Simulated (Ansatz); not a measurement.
# FGeH4Si: the cost of one run

All numbers are computed with Ansatz 0.2.0 through its Python package. The levels of theory stand in the script.

### Step 1. The system

Bond lengths: F1–Si2 1.716 Å, Si2–Ge3 2.303 Å, Si2–H4 1.497 Å, Ge3–H5 1.550 Å, Ge3–H6 1.554 Å, Ge3–H7 1.611 Å. Angles: F1–Si2–Ge3 109.9°, F1–Si2–H4 107.5°, Ge3–Si2–H4 107.2°, Si2–Ge3–H5 110.3°, Si2–Ge3–H6 110.8°, Si2–Ge3–H7 109.1°, H5–Ge3–H6 110.6°, H5–Ge3–H7 108.1°, H6–Ge3–H7 107.9°.

No structure file is read: the coordinates are typed or built in the script.

### Step 2. Script

Contents of methods_fgeh4si.py:

```python
# -*- coding: utf-8 -*-
"""One geometry of FGeH4Si, method by method."""

import ansatz as az

geometry = (
    az.Crystal.molecule()
    .atom("F", (-0.8288, -1.7863, 1.4971))
    .atom("Si", (-0.9032, -1.0984, -0.073))
    .atom("Ge", (0.2694, 0.8827, -0.1163))
    .atom("H", (-0.2159, -2.0412, -1.0117))
    .atom("H", (0.2854, 1.4675, -1.5519))
    .atom("H", (-0.3387, 1.9053, 0.8839))
    .atom("H", (1.7929, 0.6022, 0.3262))
)

setup = (
    geometry.calculation()
    .basis(gaussian="def2-SVP")
    .spin("collinear", total=1)  # spin-polarised run
)

methods = ["mp2", "ccsd", "ccsd_t"]
reports = [setup.correlation(m).run(threads=1).report for m in methods]
print(f"Hartree-Fock reference {reports[0]['reference_energy_ev'] / 27.211386246:.6f} Ha")
best = reports[-1]["free_energy_ev"] - reports[-1]["reference_energy_ev"]
for method, each in zip(methods, reports):
    gained = each["free_energy_ev"] - each["reference_energy_ev"]
    print(f"{method:8s} total {each['free_energy_ev'] / 27.211386246:.6f} Ha  correlation {gained:9.4f} eV  ({100 * gained / best:.1f} % of the last)")
```

### Step 3. What the engine is handed

The package turns the script's settings into the engine's input (first run):

```yaml
crystal:
  periodic: [false, false, false]
  atoms:
    - { symbol: F, position_ang: [-0.8288, -1.7863, 1.4971] }
    - { symbol: Si, position_ang: [-0.9032, -1.0984, -0.073] }
    - { symbol: Ge, position_ang: [0.2694, 0.8827, -0.1163] }
    - { symbol: H, position_ang: [-0.2159, -2.0412, -1.0117] }
    - { symbol: H, position_ang: [0.2854, 1.4675, -1.5519] }
    - { symbol: H, position_ang: [-0.3387, 1.9053, 0.8839] }
    - { symbol: H, position_ang: [1.7929, 0.6022, 0.3262] }
basis:
  gaussian:
    orbitals: def2-SVP
magnetization:
  spin_polarized: true
  initial_magnetization: 1.0
correlation:
  method: mp2
```

### Step 4. Launch

Launch:

```bash
python methods_fgeh4si.py
```

What time and memory should one allow on 1 thread of Intel Xeon Platinum 8259CL at 2.50GHz (Skylake/Cascade Lake), shared host?

About 44 s, with a peak of 0.54 GiB.
